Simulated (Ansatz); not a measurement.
# TaBe4Ru: the cost of one run

Program: Ansatz 0.2.0. Level of theory: DFT PBE, scalar-relativistic, plane waves, PAW. These are calculated values, not measurements.

### Step 1. The starting structure

Symmetry: F-43m, No. 216, cubic system. Conventional cell: a = 6.546 Å, b = 6.546 Å, c = 6.546 Å, α = 90.00°, β = 90.00°, γ = 90.00°. Ta (site symmetry -43m) is surrounded by 4 Be at 1.74 Å. Be (site symmetry 3m) has 1 Ta at 1.74 Å and 3 Be at 1.79 Å in its first shell of neighbours. Around Ru (site symmetry -43m) lie 12 Be at 2.68 Å.

Structure file:

```xyz
6
Lattice="0.0000 3.2730 3.2730 3.2730 0.0000 3.2730 3.2730 3.2730 0.0000" Properties=species:S:1:pos:R:3 pbc="T T T"
Ta    3.2730    3.2730    3.2730
Be    4.2779    4.2779    4.2779
Be    2.2680    2.2680    4.2779
Be    2.2680    4.2779    2.2680
Be    4.2779    2.2680    2.2680
Ru    0.0000    0.0000    0.0000
```

A structure generator made this guess: random cell by space group and Wyckoff sites (F-43m, No. 216). Its size is a rough estimate.

### Step 2. A first look at the guess

File input.yaml:

```yaml
crystal:
  lattice:
    - [0.0, 3.2729517, 3.2729517]
    - [3.2729517, 0.0, 3.2729517]
    - [3.2729517, 3.2729517, 0.0]
  atoms:
    - { symbol: Ta, position: [0.5, 0.5, 0.5] }
    - { symbol: Be, position: [0.65352397, 0.65352397, 0.65352397] }
    - { symbol: Be, position: [0.65352397, 0.65352397, 0.0394281] }
    - { symbol: Be, position: [0.65352397, 0.0394281, 0.65352397] }
    - { symbol: Be, position: [0.0394281, 0.65352397, 0.65352397] }
    - { symbol: Ru, position: [0.0, 0.0, 0.0] }
basis:
  ecutwfc: 420
kpoints:
  mp_grid: { grid: [4, 4, 4] }
hamiltonian:
  xc: pbe
scf:
  occupations: { method: gaussian, width: 0.1 }
  lower_state_search: "off"
output:
  forces: true
  stress: true
  eigenvalues: true
```

On the command line:

```sh
ansatz run input.yaml --threads 1 --pin off --max-ram 2560MiB --backend cpu --events-out ev --progress --plain --runs-dir out
```

Q: Estimate wall time and peak memory on 1 thread of Intel Xeon at 2.50GHz (Skylake/Cascade Lake), shared host.

About 4.8 s, with a peak of 0.33 GiB.
